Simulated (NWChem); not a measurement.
**CH5Ga (SMILES [H][Ga]([H])[CH3]) at 5 levels**

Wanted: a comparison of 5 runs (HF/def2-SVP, PBE0/def2-SVP, PBE0/def2-SVPD, MP2/3-21G, MP2/pcseg-1) of CH5Ga. 

Program for the calculation: NWChem 7.3.0.

## Step 1: The molecule

The species is CH5Ga (7 atoms), meant as a singlet with charge 0. SMILES: `[H][Ga]([H])[CH3]`. The shape comes from GFN2-xTB, which is rough for such elements, and wasn't checked as a minimum.

Bond lengths: Ga1–C4 2.019 Å, Ga1–H2 1.580 Å, Ga1–H3 1.580 Å, C4–H5 1.094 Å, C4–H6 1.095 Å, C4–H7 1.095 Å. Angles: Ga1–C4–H5 111.2°, Ga1–C4–H6 111.0°, Ga1–C4–H7 111.1°, H2–Ga1–C4 123.7°, H3–Ga1–C4 124.2°, H5–C4–H6 107.6°, H5–C4–H7 107.4°, H6–C4–H7 108.4°, H2–Ga1–H3 112.1°.

## Step 2: Energy and gradient at HF/def2-SVP (run 1)

The input, ch5ga.nw:

```
start ch5ga
memory total 2200 mb

geometry noautosym nocenter noautoz
  Ga       0.530950       0.929410       0.001880
  H        2.107200       1.037040       0.032620
  H       -0.161530       2.348530      -0.037430
  C       -0.472660      -0.822080       0.002660
  H       -0.574060      -1.221230      -1.011230
  H       -1.480470      -0.696670       0.410990
  H        0.050570      -1.574990       0.600500
end

basis spherical bse
  * library def2-SVP
end

scf
  thresh 1e-08
  maxiter 80
  noprint "final vectors analysis"
end

task scf gradient
```

The run is started by

```
$ nwchem ch5ga.nw > ch5ga.out
```

The program printed:

```text
[...]
  functions       =    71
[...]
  wavefunction    = RHF
[...]
         Total SCF energy =  -1963.728564153010
      One-electron energy =  -2939.871495820765
      Two-electron energy =    875.168584187277
 Nuclear repulsion energy =    100.974347480477
        Time for solution =      4.8s
[...]
                         RHF ENERGY GRADIENTS
    atom               coordinates                        gradient
                 x          y          z           x          y          z
   1 Ga      1.003350   1.756330   0.003553    0.000891   0.002670   0.000867
   2 H       3.982031   1.959721   0.061643   -0.000911   0.004650  -0.000120
   3 H      -0.305247   4.438078  -0.070732    0.004649   0.001543   0.000048
   4 C      -0.893198  -1.553506   0.005027   -0.002503  -0.006574  -0.003279
   5 H      -1.084816  -2.307790  -1.910948   -0.000798  -0.001183   0.000167
   6 H      -2.797683  -1.316515   0.776658   -0.001656   0.000147   0.001081
   7 H       0.095563  -2.976300   1.134780    0.000328  -0.001252   0.001236
[...]
```

Wall time 6.9 s (1 thread of AMD EPYC 9R45 (Zen 5), shared host); peak memory 0.1 GiB.

## Step 3: Energy and gradient at PBE0/def2-SVP (run 2)

The input, ch5ga.nw:

```
start ch5ga
memory total 2200 mb
charge 0

geometry units angstroms noautosym nocenter noautoz
Ga       0.530950       0.929410       0.001880
H        2.107200       1.037040       0.032620
H       -0.161530       2.348530      -0.037430
C       -0.472660      -0.822080       0.002660
H       -0.574060      -1.221230      -1.011230
H       -1.480470      -0.696670       0.410990
H        0.050570      -1.574990       0.600500
end

basis spherical bse
Ga library def2-SVP
H library def2-SVP
C library def2-SVP
end

dft
xc pbe0
grid xfine
convergence energy 1e-08
maxiter 100
mulliken
print medium
end

task dft gradient
```

The run is started by

```
$ nwchem ch5ga.nw > ch5ga.out
```

The program printed:

```text
[...]
          Wavefunction type:  closed shell.
          No. of atoms     :     7
          No. of electrons :    42
[...]
          Charge           :     0
          Spin multiplicity:     1
[...]
          AO basis - number of functions:    71
[...]
              XC Information
              --------------
                         PBE0 Method XC Functional
                     Hartree-Fock (Exact) Exchange  0.250
          PerdewBurkeErnzerhof Exchange Functional  0.750
            Perdew 1991 LDA Correlation Functional  1.000 local
           PerdewBurkeErnz. Correlation Functional  1.000 non-local
[...]
 d= 0,ls=0.0,diis     1  -1965.3350189113 -2.07D+03  7.61D-03  1.53D-01     1.4
[...]
 d= 0,ls=0.0,diis     8  -1965.3581891276 -1.85D-09  1.74D-07  4.25D-11     8.7
         Total DFT energy =    -1965.358189127554
      One electron energy =    -2938.944439437471
           Coulomb energy =      954.610438269716
    Exchange-Corr. energy =      -81.998535440276
 Nuclear repulsion energy =      100.974347480477
[...]
      Total Density - Mulliken Population Analysis
     ---------------------------------------------
    Atom       Charge   Shell Charges
 -----------   ------   -------------------------------------------------------
    1 Ga  31    30.64   2.00  2.00  2.00  1.10  0.14  6.00  5.98  0.93  0.42  8.04  1.83  0.21
    2 H    1     1.11   0.69  0.41  0.01
    3 H    1     1.11   0.69  0.41  0.01
    4 C    6     6.35   1.99  0.88  0.30  2.08  1.10  0.02
    5 H    1     0.93   0.72  0.18  0.03
    6 H    1     0.93   0.73  0.18  0.03
    7 H    1     0.93   0.73  0.18  0.03
[...]
  wavefunction    = closed shell
                         DFT ENERGY GRADIENTS
    atom               coordinates                        gradient
                 x          y          z           x          y          z
   1 Ga      1.003350   1.756330   0.003553    0.003174   0.006618   0.000949
   2 H       3.982031   1.959721   0.061643    0.000040   0.004287  -0.000107
   3 H      -0.305247   4.438078  -0.070732    0.003841   0.002174   0.000008
   4 C      -0.893198  -1.553506   0.005027   -0.006915  -0.014476  -0.003705
   5 H      -1.084816  -2.307790  -1.910948   -0.000645   0.000390   0.005691
   6 H      -2.797683  -1.316515   0.776658    0.003608  -0.001301  -0.000979
   7 H       0.095563  -2.976300   1.134780   -0.003103   0.002309  -0.001856
[...]
```

Run time: 12 s. Hardware: 1 thread of AMD EPYC 9R45 (Zen 5), shared host; peak memory 0.14 GiB.

Runs 3 to 4 aren't shown in full; the table further down has their settings and results.

## Step 4: Energy and forces at MP2/pcseg-1 (run 5)

The input, input.nw:

```
START input
TITLE "CH5Ga mp2"
memory stack 880 mb heap 220 mb global 1100 mb

GEOMETRY units angstrom noautosym nocenter noautoz
  Ga       0.530950       0.929410       0.001880
  H        2.107200       1.037040       0.032620
  H       -0.161530       2.348530      -0.037430
  C       -0.472660      -0.822080       0.002660
  H       -0.574060      -1.221230      -1.011230
  H       -1.480470      -0.696670       0.410990
  H        0.050570      -1.574990       0.600500
END

BASIS spherical bse
  Ga library pcseg-1
  H library pcseg-1
  C library pcseg-1
END

SCF
  thresh 1e-08
  maxiter 80
END

MP2
  freeze core 10
  tight
END

TASK mp2 gradient
```

The run is started by

```
$ nwchem input.nw > input.out
```

The program printed:

```text
[...]
  functions       =    66
[...]
  wavefunction    = RHF
[...]
         Total SCF energy =  -1963.735543099046
      One-electron energy =  -2939.620167179434
      Two-electron energy =    874.910276599911
 Nuclear repulsion energy =    100.974347480477
        Time for solution =      7.4s
[...]
          Total MP2 energy         -1963.967237433010
[...]
                         mp2 ENERGY GRADIENTS
    atom               coordinates                        gradient
                 x          y          z           x          y          z
   1 Ga      1.003350   1.756330   0.003553   -0.000130   0.001008   0.000875
   2 H       3.982031   1.959721   0.061643    0.003102   0.004413   0.000005
   3 H      -0.305247   4.438078  -0.070732    0.002451   0.004882  -0.000015
   4 C      -0.893198  -1.553506   0.005027   -0.003620  -0.008777  -0.003706
   5 H      -1.084816  -2.307790  -1.910948   -0.000871  -0.000878   0.001840
   6 H      -2.797683  -1.316515   0.776658   -0.000166  -0.000355   0.000568
   7 H       0.095563  -2.976300   1.134780   -0.000765  -0.000292   0.000432
[...]
```

Wall time 20 s (1 thread of AMD EPYC 9R45 (Zen 5), shared host); peak memory 0.16 GiB.

## Step 5: All runs side by side

```csv
run,level,iteration cap,module,energy (Eh),dipole moment (D),largest force (eV/Å),wall time
1,HF/def2-SVP,80,scf,-1963.728564,0.84,0.399,6.9 s
2,PBE0/def2-SVP,100,dft,-1965.358189,0.90,0.847,12 s
3,PBE0/def2-SVPD,100,dft,-1965.361492,0.84,0.871,12 s
4,MP2/3-21G,80,mp2,-1954.502757,0.87,0.769,2.9 s
5,MP2/pcseg-1,80,mp2,-1963.967237,0.86,0.524,20 s
```

## Step 6: Summary of results

```
                                                      quantity           value
                                           run 5: total energy  -1963.96724 Eh
run 5: dipole moment (of the density that the program reports)          0.86 D
                    run 5: HOMO energy (Hartree–Fock orbitals)       -11.07 eV
                    run 5: LUMO energy (Hartree–Fock orbitals)         1.26 eV
                  run 5: HOMO–LUMO gap (Hartree–Fock orbitals)        12.33 eV
           run 5: correlation energy (10 core orbitals frozen)      -231.7 mEh
                               run 5: largest force on an atom      0.524 eV/Å
```

**Reading.** The dipole moment (its size) runs from 0.84 D (PBE0/def2-SVPD) to 0.90 D (PBE0/def2-SVP). All runs together took 53 s, the longest 20 s.
